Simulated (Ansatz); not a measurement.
# CH₂BrNSi: up Jacob's ladder to CCSD(T)

How much do the methods differ for CH₂BrNSi? The plan is to run it at one geometry with functionals of several rungs and with coupled cluster, and see how far each lands from CCSD(T) at the basis-set limit for the atomisation energy.

Program: Ansatz 0.2.0, Gaussian basis. Level of theory: functionals in def2-TZVPP, the program's frozen cores in correlated methods. These are calculated values, not measurements.

Levels to be run: LDA (SPW92), PBE-D4, revPBE-D4, BLYP-D4, r2SCAN-D4, B97M-V, PBE0-D4, B3LYP-D4, r2SCANh-D4, r2SCAN0-D4, HSE06-D4, BHLYP-D4, CAM-B3LYP-D4, LC-ωPBE, ωB97X-V, ωB97M-V, B2PLYP, PBE-QIDH; CCSD(T)/def2-SVP; CCSD(T)/def2-TZVPP; MP2/def2-QZVPP; extrapolation to the limit; RPA on PBE.

## Step 1: The geometry

All runs share one geometry, relaxed beforehand with PBE0-D4 in a triple-zeta def2 set.

SMILES `BrC1=N[SiH2]1`, 6 atoms, charge 0, spin multiplicity 1.

Atoms are counted from 1 here; the program's logs count them from 0.

Bond lengths: Br1–C2 1.881 Å, C2–N3 1.262 Å, C2–Si4 1.776 Å, N3–Si4 1.804 Å, Si4–H5 1.475 Å, Si4–H6 1.475 Å. Angles: Br1–C2–N3 129.8°, Br1–C2–Si4 159.7°, N3–C2–Si4 70.6°, C2–N3–Si4 68.2°, C2–Si4–N3 41.3°, C2–Si4–H5 121.7°, C2–Si4–H6 121.7°, N3–Si4–H5 118.1°, N3–Si4–H6 118.1°, H5–Si4–H6 115.0°.

## Step 2: LDA

This LDA is Slater exchange with PW92 correlation.

File in.yaml:

```yaml
crystal:
  periodic: [false, false, false]
  atoms:
    - {symbol: Br, position_ang: [-0.130147, -2.749697, 0.392220]}
    - {symbol: C, position_ang: [-0.204662, -0.908195, 0.018505]}
    - {symbol: N, position_ang: [-1.060729, -0.251367, -0.635811]}
    - {symbol: Si, position_ang: [0.253396, 0.807232, 0.001950]}
    - {symbol: H, position_ang: [1.246487, 1.334125, -0.952885]}
    - {symbol: H, position_ang: [-0.062246, 1.703802, 1.129821]}
basis:
  gaussian: {orbitals: def2-TZVPP}
hamiltonian: {xc: lda}
output: {orbitals: {seedname: orbitals}}
```

Command:

```console
> ansatz run in.yaml --threads 2 --pin off --events-out ev --progress --plain --max-ram 4352MiB
```

The runs that follow: PBE-D4 (GGA); revPBE-D4 (GGA); BLYP-D4 (GGA); r2SCAN-D4 (meta-GGA); B97M-V (meta-GGA); PBE0-D4 (hybrid); B3LYP-D4 (hybrid); r2SCANh-D4 (hybrid); r2SCAN0-D4 (hybrid); HSE06-D4 (hybrid); BHLYP-D4 (hybrid); CAM-B3LYP-D4 (range-separated); LC-ωPBE (range-separated); ωB97X-V (range-separated); ωB97M-V (range-separated); B2PLYP (double hybrid); PBE-QIDH (double hybrid); CCSD(T) in def2-SVP; CCSD(T) in def2-TZVPP; MP2 in def2-QZVPP; RPA on PBE orbitals.

Q: Predict the results of all the runs planned. Wanted: atomisation energy, CCSD(T)/CBS; farthest beyond LDA; mean size of error, GGA; mean size of error, meta-GGA; mean size of error, hybrid; mean size of error, range-separated; mean size of error, double hybrid; gap, smallest and largest; T1 diagnostic.

As calculated:

| quantity | value |
| --- | --- |
| atomisation energy, CCSD(T)/CBS | 472.9 kcal/mol |
| functionals within 4.7 kcal/mol (1.0 %) | r2SCAN-D4, B97M-V, PBE0-D4, B3LYP-D4, r2SCANh-D4, HSE06-D4, CAM-B3LYP-D4, LC-ωPBE, ωB97X-V, ωB97M-V, PBE-QIDH |
| farthest beyond LDA | BHLYP-D4 (-24.5 kcal/mol) |
| mean size of error, GGA | 12.4 kcal/mol |
| mean size of error, meta-GGA | 3.7 kcal/mol |
| mean size of error, hybrid | 8.0 kcal/mol |
| mean size of error, range-separated | 2.6 kcal/mol |
| mean size of error, double hybrid | 4.6 kcal/mol |
| gap, smallest and largest | 3.74 eV (LDA (SPW92)), 10.45 eV (LC-ωPBE) |
| T1 diagnostic | 0.0129 |
| triples share of the correlation energy | 4.6 % |

**Reading.** The LDA atomisation energy is off by 89.5 kcal/mol (19 %): it overbinds. PBE-D4 is off by +22.7 kcal/mol. Double hybrids carry the basis error of their MP2 part in triple zeta, and no dispersion term here, so their miss is partly the set-up's. The rungs range-separated, meta-GGA, double hybrid miss on average by less than the doubt on the reference (4.7 kcal/mol), so they tie. The reference freezes the cores and leaves out relativity and excitations past (T), and its outer-core shells are covered unevenly, so misses under about 4.7 kcal/mol can't be ranked. All levels share the lack of spin-orbit coupling, which lowers the free heavy atoms and so the true binding. Hartree-Fock recovers 62 % of the binding; the rest is correlation. CCSD(T) in def2-SVP is off by -42.3 kcal/mol, worse than the median functional, from the basis alone. Orbital gaps span 3.7 to 10.5 eV; exact exchange widens them. Correlated methods include outer-core shells of Br, which these sets cover unevenly.
